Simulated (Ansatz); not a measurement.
**ZnS+ (doublet): wave-function methods side by side, def2-QZVPP**

An exercise on one series of results from a longer session: the logs are not shown, and one member is left open.

The runs use Ansatz 0.2.0, Gaussian basis; def2-QZVPP, core rule «outside noble gas», up to 14 orbitals frozen.

The runs, in order: UHF; ROHF; CCSD(T) on UHF.

2 further runs of the same task are left out: 2 set aside as unsound or not needed.

### The geometry

The geometry is a PBE0/def2-TZVP stationary point (not a proven minimum) of the parent state, kept for this charge and spin.

2 atoms, charge 1, spin multiplicity 2.

Atoms are counted from 1 here; the program's logs count them from 0.

Bond lengths: Zn1–S2 2.056 Å.

The first run:

Contents of in.yaml:

```yaml
crystal:
  periodic: [false, false, false]
  atoms:
    - {symbol: Zn, position_ang: [0.000000, 0.000000, 0.000000]}
    - {symbol: S, position_ang: [0.000000, 0.000000, 2.056000]}
basis:
  gaussian: {orbitals: "def2-QZVPP.json"}
total_charge: 1
magnetization: {spin_polarized: true, initial_magnetization: 1}
hamiltonian: {xc: hf}
output: {orbitals: {seedname: orbitals}}
```

Run with:

```console
ansatz run in.yaml --threads 1 --pin off --events-out ev --progress --plain --max-ram 4096MiB --backend cpu
```

Steps of the session up to this table: UHF; ROHF; CCSD(T) on UHF.

One of the session's tables, all rows but one given; the rest of the session is left out.

It belongs to the step «Misses and costs». 

```
  method  from UCCSD(T) (kcal/mol)
    ROHF                   +411.01
     UHF                   +407.56
    UMP2                         ?
   UCCSD                    +15.60
UCCSD(T)                         0
```

Estimate the missing values for UMP2.

**Answer.** from UCCSD(T) (kcal/mol): -2.82. In the column «from UCCSD(T) (kcal/mol)» it is the lowest.
